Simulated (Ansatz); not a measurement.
# MgB2: the cost of one run

Computed with Ansatz 0.2.0 (DFT LDA, scalar-relativistic, unless a step's input says otherwise).

2 further runs of the same task are left out: 2 set aside as unsound or not needed.

## (1) Starting point

It takes space group P6/mmm (No. 191, hexagonal). The conventional cell has a = 3.085 Å, b = 3.085 Å, c = 3.523 Å, α = 90.00°, β = 90.00°, γ = 120.00°. Mg (site symmetry 6/mmm) is surrounded by 12 B at 2.51 Å. Around B (site symmetry -6m2) lie 3 B at 1.78 Å and 6 Mg at 2.51 Å.

Structure file:

```
CELL_PARAMETERS angstrom
3.08500 0.00000 0.00000
-1.54250 2.67169 0.00000
0.00000 0.00000 3.52300
ATOMIC_POSITIONS crystal
Mg 0.00000 0.00000 0.00000
B 0.33333 0.66667 0.50000
B 0.66667 0.33333 0.50000
```

Atoms are numbered in the order of the input: Mg1, B2, B3.

## (2) After the deformation

Space group P6/mmm before, P-1 after.

## (3) Full-potential LAPW

Input file input.yaml:

```yaml
crystal:
  lattice:
    - [3.0850007055, 0.0462750106, 0.0462750106]
    - [-1.5024250181, 2.6485514764, 0.0169378294]
    - [0.052845, 0.052845, 3.523]
  atoms:
    - { symbol: Mg, position: [0.0, 0.0, 0.0] }
    - { symbol: B, position: [0.3333333333, 0.6666666667, 0.5] }
    - { symbol: B, position: [0.6666666667, 0.3333333333, 0.5] }
kpoints:
  mp_grid: { grid: [12, 12, 9] }
  band_path:
    path:
      - [0.0, 0.0, 0.0]
      - [0.0, -0.5, 0.0]
      - [0.0, 0.0, 0.5]
      - [0.0, 0.0, 0.0]
      - [-0.5, 0.0, 0.0]
      - [-0.5, 0.5, -0.5]
      - [0.0, 0.0, 0.0]
      - [-0.5, 0.0, -0.5]
      - [-0.5, 0.5, 0.0]
    npoints: 5
scf:
  occupations: { method: fermi_dirac, width: 0.05 }
hamiltonian:
  xc: lda
  pseudopotentials: { kind: all_electron, lapw: { basis_error: 0.0005 } }
output:
  forces: true
  stress: true
  eigenvalues: true
```

On the command line:

```sh
$ ansatz run input.yaml --threads 1 --pin off --max-ram 6144MiB --backend cpu --events-out ev --progress --plain --runs-dir out
```

**Question.** How long does this run take on 1 thread of Intel Xeon Platinum 8488C (Sapphire Rapids), shared host, and how much memory does it need?

About 61 s, with a peak of 1.2 GiB.
